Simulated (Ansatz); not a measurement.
ZrB2, space group P6/mmm, an all-electron equation of state

Computed with the Python package of Ansatz (0.2.0).

The cells in order, each with its output:

In [1]:
```python
import warnings

import ansatz as az
from ase.eos import EquationOfState
from ase.units import GPa
import numpy as np
```

In [2]:
```python
vectors0 = np.array([
    [3.17, 0.0, 0.0],
    [-1.585, 2.745301, 0.0],
    [0.0, 0.0, 3.533],
])
sites = [
    ("Zr", [0.0, 0.0, 0.0]),
    ("B", [1 / 3, 2 / 3, 0.5]),
    ("B", [2 / 3, 1 / 3, 0.5]),
]
```

In [3]:
```python
def build(cell):
    crystal = az.Crystal(lattice=az.Lattice.of(cell))
    for symbol, position in sites:
        crystal = crystal.atom(symbol, position)
    return crystal
```

In [4]:
```python
warnings.simplefilter("ignore", az.DeckWarning)

volumes, energies = [], []
for scale in np.linspace(0.92, 1.08, 5):
    cell = vectors0 * scale ** (1 / 3)
    calc = build(cell).calculation()
    calc = calc.functional("pbe")
    calc = calc.occupations("Gaussian", width=0.1)
    calc = calc.kpoints(10, 10, 8).pseudopotentials("all_electron", lapw=True)
    r = calc.run(threads=1).report
    volumes.append(abs(np.linalg.det(cell)) / len(sites))
    energies.append(r["free_energy_ev"] / len(sites))
    print(f"{scale:.3f} {volumes[-1]:9.4f} A^3/atom {energies[-1]:16.5f} eV/atom  (estimated basis error {1000 * r['lapw_basis_errors']['total_ev_per_atom']:.2f} meV/atom)")
v0, e0, bulk = EquationOfState(volumes, energies, eos="birchmurnaghan").fit()
print(f"V0 = {v0:.4f} A^3/atom, B0 = {bulk / GPa:.1f} GPa")
```
```text
0.920    9.4289 A^3/atom     -33094.12104 eV/atom  (estimated basis error 0.13 meV/atom)
0.960    9.8388 A^3/atom     -33094.16666 eV/atom  (estimated basis error 0.13 meV/atom)
1.000   10.2488 A^3/atom     -33094.18201 eV/atom  (estimated basis error 0.14 meV/atom)
1.040   10.6587 A^3/atom     -33094.17248 eV/atom  (estimated basis error 0.13 meV/atom)
1.080   11.0687 A^3/atom     -33094.14250 eV/atom  (estimated basis error 0.13 meV/atom)
V0 = 10.2838 A^3/atom, B0 = 239.0 GPa
```

A third-order Birch-Murnaghan fit through the 5 points has its minimum at 10.28 Å³ an atom, 0.3 % above the typed cell, with a bulk modulus of 239 GPa and dB/dP = 3.9. From that minimum the energy rises by 61.1 meV an atom on the compressed side and 39.6 meV on the expanded side.

What to keep in mind:
- All-electron totals depend on functional, relativistic treatment and basis; only differences at equal settings carry meaning.
- Shape and fractional positions are held along the curve, so the bulk modulus is an upper value where they are free to relax.
- For a metal this k-point mesh is coarse: on a finer one energies can move by several to tens of meV an atom and pressures by half a GPa or more, differences at one mesh by less.
- The starting cell is as deposited in a crystallographic database; the results hold for this polymorph, which needn't be the stable one.
- It ran for 71 s on 1 thread of Arm Neoverse V2 (shared host), peak memory 0.46 GiB.
